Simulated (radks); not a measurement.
# Ge⁴⁺ in [Ne] 3p6 3d10 4f2: an all-electron calculation

Wanted: eigenvalues, radial structure and energy terms of the germanium ion Ge4+.

Program: radks (a radial shooting solver on a logarithmic mesh, Libxc functionals) version 1. Level of theory: Dirac Kohn-Sham, PBE, spin-unpolarised, spherical densities, point nucleus; open shells fill j = l - 1/2 first. These are calculated values, not measurements, unless marked.

## Step 1: What is computed

```
element       : germanium (Z = 32)
charge        : +4
electrons     : 28
configuration : [Ne] 3p6 3d10 4f2
```

## Step 2: The run

The run's settings:

```text
Z 32
configuration [Ne] 3p6 3d10 4f2 3s0 4p0
relativity Dirac
functional pbe,pbe
spin unpolarised
j_filling energy
nucleus point
c 137.035999084
```

**Question.** What will this run give?

**Answer**, as computed:

| quantity | value |
| --- | --- |
| total energy | -2079.07745 hartree |
| exchange-correlation share of it | 3.67 % |
| −T/E | 1.0210 |
| highest occupied level | 4f5/2, -21.066 eV |
| most extended occupied level | 4f5/2, <r> = 3.06 bohr |
| radius at density 0.001 e/bohr³ | 4.50 bohr |
| maxima of the radial density | 4 |

4 principal shells are occupied and 4 maxima appear in the radial density. −T/E is 1.021: with relativity the kinetic term as defined here no longer equals −E. This is not the tabulated ground configuration, so its levels and sizes aren't those of the ground state, and no measured value stands beside it.
